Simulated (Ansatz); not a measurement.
# C₂H₇FGaNS: one species, many methods

An exercise on one series of results from a longer session: the logs are not shown, and one member is left open.

Computed with Ansatz 0.2.0, Gaussian basis. Level: functionals in def2-TZVPP, the program's frozen cores in correlated methods.

Levels to be run: LDA (SPW92), PBE-D4, revPBE-D4, BLYP-D4, r2SCAN-D4, B97M-V, PBE0-D4, B3LYP-D4, r2SCANh-D4, r2SCAN0-D4, HSE06-D4, BHLYP-D4, CAM-B3LYP-D4, LC-ωPBE, ωB97X-V, ωB97M-V, B2PLYP, PBE-QIDH; CCSD(T)/def2-SVP; CCSD(T)/def2-TZVPP; MP2/def2-QZVPP; extrapolation to the limit; RPA on PBE.

**Structure used throughout**

An earlier PBE0-D4 in a triple-zeta def2 set relaxation fixed the geometry.

SMILES `C[N](C)[Ga]([F])[SH]`, 13 atoms, charge 0, spin multiplicity 1.

Atoms are counted from 1 here; the program's logs count them from 0.

Bond lengths: C1–N2 1.443 Å, C1–H7 1.091 Å, C1–H8 1.099 Å, C1–H9 1.099 Å, N2–C3 1.438 Å, N2–Ga4 1.803 Å, C3–H10 1.099 Å, C3–H11 1.099 Å, C3–H12 1.093 Å, Ga4–F5 1.755 Å, Ga4–S6 2.183 Å, S6–H13 1.344 Å. Angles: N2–C1–H7 110.7°, N2–C1–H8 111.3°, N2–C1–H9 111.3°, H7–C1–H8 108.0°, H7–C1–H9 108.0°, H8–C1–H9 107.5°, C1–N2–C3 114.0°, C1–N2–Ga4 121.5°, C3–N2–Ga4 124.4°, N2–C3–H10 111.5°, N2–C3–H11 111.5°, N2–C3–H12 111.2°, H10–C3–H11 107.4°, H10–C3–H12 107.5°, H11–C3–H12 107.5°, N2–Ga4–F5 115.0°, N2–Ga4–S6 129.2°, F5–Ga4–S6 115.8° and more.

Set-up of the first run:

in.yaml reads:

```yaml
crystal:
  periodic: [false, false, false]
  atoms:
    - {symbol: C, position_ang: [-1.341828, -1.034230, 0.045553]}
    - {symbol: N, position_ang: [-0.178825, -0.180372, 0.020611]}
    - {symbol: C, position_ang: [1.014692, -0.801649, 0.528632]}
    - {symbol: Ga, position_ang: [-0.262848, 1.509434, -0.601525]}
    - {symbol: F, position_ang: [-1.846381, 2.014524, -1.164114]}
    - {symbol: S, position_ang: [1.319823, 3.005194, -0.751724]}
    - {symbol: H, position_ang: [-2.213034, -0.510142, -0.350371]}
    - {symbol: H, position_ang: [-1.185634, -1.938424, -0.559215]}
    - {symbol: H, position_ang: [-1.576625, -1.358450, 1.069008]}
    - {symbol: H, position_ang: [0.892485, -1.114047, 1.575349]}
    - {symbol: H, position_ang: [1.281957, -1.695851, -0.051984]}
    - {symbol: H, position_ang: [1.865477, -0.117463, 0.487549]}
    - {symbol: H, position_ang: [2.251140, 2.186877, -0.232869]}
basis:
  gaussian: {orbitals: def2-TZVPP}
hamiltonian: {xc: lda}
output: {orbitals: {seedname: orbitals}}
```

Steps of the session up to this table: LDA; PBE-D4 (GGA); revPBE-D4 (GGA); BLYP-D4 (GGA); r2SCAN-D4 (meta-GGA); B97M-V (meta-GGA); PBE0-D4 (hybrid); B3LYP-D4 (hybrid); r2SCANh-D4 (hybrid); r2SCAN0-D4 (hybrid); HSE06-D4 (hybrid); BHLYP-D4 (hybrid); CAM-B3LYP-D4 (range-separated); LC-ωPBE (range-separated); ωB97X-V (range-separated); ωB97M-V (range-separated); B2PLYP (double hybrid); PBE-QIDH (double hybrid).

One table of the session follows, with a row left open; its other results are not shown here.

It belongs to the step «Frontier levels by functional». 

```
  functional  HOMO (eV)  gap (eV)
 LDA (SPW92)      -5.54      3.68
      PBE-D4      -5.40      3.83
   revPBE-D4      -5.34      3.91
     BLYP-D4      -5.29      3.76
   r2SCAN-D4      -5.63      4.37
      B97M-V      -5.73      4.33
     PBE0-D4      -6.67      6.04
    B3LYP-D4      -6.46      5.51
  r2SCANh-D4      -6.11      5.18
  r2SCAN0-D4          ?         ?
    HSE06-D4      -6.26      5.27
    BHLYP-D4      -7.88      8.13
CAM-B3LYP-D4      -8.04      8.37
     LC-ωPBE      -9.37     11.04
     ωB97X-V      -9.03     10.49
     ωB97M-V      -8.93     10.14
```

**Question.** Estimate the row for r2SCAN0-D4.

Worked estimate for «HOMO (eV)». Against the share of exact exchange, r2SCAN-D4 (0, -5.63), r2SCANh-D4 (0.1, -6.11) give a slope of -4.80 per unit share; at 0.25 the line stands at -6.83.

**Answer.** HOMO (eV): -6.84; gap (eV): 6.39. In «HOMO (eV)» the line misses by +0.01.
